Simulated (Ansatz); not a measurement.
# CH2Br− (SMILES [CH2-]Br): one structure at several levels

Aim: energy, forces and dipole at a structure displaced at random from a GFN2-xTB minimum, from CCSD(T) and from density functionals.

The runs use Ansatz 0.2.0, Gaussian basis; single points in def2-TZVPPD.

Correlated methods freeze the cores. Filled d shells of the heavier atoms are correlated.

## (1) The system as given

SMILES `[CH2-]Br`, 4 atoms, charge -1, spin multiplicity 1.

Atoms are counted from 1 here; the program's logs count them from 0.

Bond lengths: C1–Br2 2.011 Å, C1–H3 1.030 Å, C1–H4 1.262 Å. Angles: Br2–C1–H3 114.0°, Br2–C1–H4 105.8°, H3–C1–H4 93.4°.

As a file:

```xyz
4

C    -0.38000   -0.17730   -0.11100
Br    0.29520    1.40970    0.92260
H    -0.06010   -0.20710   -1.08930
H     0.34900   -1.14750    0.23480
```

## (2) CCSD(T)/def2-TZVPPD

File run/in.yaml:

```yaml
crystal:
  periodic: [false, false, false]
  atoms:
    - {symbol: C, position_ang: [-0.380000, -0.177300, -0.111000]}
    - {symbol: Br, position_ang: [0.295200, 1.409700, 0.922600]}
    - {symbol: H, position_ang: [-0.060100, -0.207100, -1.089300]}
    - {symbol: H, position_ang: [0.349000, -1.147500, 0.234800]}
basis:
  gaussian: {orbitals: "def2-TZVPPD.json"}
total_charge: -1
correlation: {method: ccsd_t}
output: {forces: true}
```

The basis file named in the input lies beside it (Basis Set Exchange, JSON).

No record of the launch command was kept for these runs.

## (3) PBE0-D4/def2-TZVPPD

Edit run/in.yaml of step 2 so:

```diff
@@ -10,3 +10,3 @@
 total_charge: -1
-correlation: {method: ccsd_t}
-output: {forces: true}
+hamiltonian: {xc: pbe0, dispersion: d4}
+output: {forces: true, orbitals: {seedname: orbitals}}
```

## (4) wB97M-V/def2-TZVPPD

Edit run/in.yaml of step 3 so:

```diff
@@ -10,3 +10,3 @@
 total_charge: -1
-hamiltonian: {xc: pbe0, dispersion: d4}
-output: {forces: true, orbitals: {seedname: orbitals}}
+hamiltonian: {xc: {name: wB97M-V}}
+output: {forces: true}
```

## (5) r2SCAN-D4/def2-TZVPPD

Edit run/in.yaml of step 4 so:

```diff
@@ -10,3 +10,3 @@
 total_charge: -1
-hamiltonian: {xc: {name: wB97M-V}}
+hamiltonian: {xc: r2scan, dispersion: d4}
 output: {forces: true}
```

## (6) PBE-D4/def2-TZVPPD

Edit run/in.yaml of step 5 so:

```diff
@@ -10,3 +10,3 @@
 total_charge: -1
-hamiltonian: {xc: r2scan, dispersion: d4}
+hamiltonian: {xc: pbe, dispersion: d4}
 output: {forces: true}
```

## (7) HSE06-D4/def2-TZVPPD

Edit run/in.yaml of step 6 so:

```diff
@@ -10,3 +10,3 @@
 total_charge: -1
-hamiltonian: {xc: pbe, dispersion: d4}
+hamiltonian: {xc: hse06, dispersion: d4}
 output: {forces: true}
```

## (8) wB97X-V/def2-TZVPPD

Edit run/in.yaml of step 7 so:

```diff
@@ -10,3 +10,3 @@
 total_charge: -1
-hamiltonian: {xc: hse06, dispersion: d4}
+hamiltonian: {xc: {name: wB97X-V}}
 output: {forces: true}
```

(Steps that only read results are left out.)

Before running it: what results should come out? Wanted: RMS force component; RMS force error; HOMO and LUMO, PBE0-D4; T1 diagnostic.

**Answer**, as computed:

```
              quantity                                                                                            value
   RMS force component                                                             1.842 to 1.887 eV/Å over the methods
       RMS force error  PBE0-D4 0.071, wB97M-V 0.090, r2SCAN-D4 0.046, PBE-D4 0.135, HSE06-D4 0.067, wB97X-V 0.088 eV/Å
HOMO and LUMO, PBE0-D4                                                                                 0.62 and 3.84 eV
         T1 diagnostic                                                                                            0.011
```

What this shows: For forces r2SCAN-D4 does best and PBE-D4 worst. Frozen-core CCSD(T) forces in triple zeta carry basis errors of their own, and this is one geometry, so small gaps rank nothing.
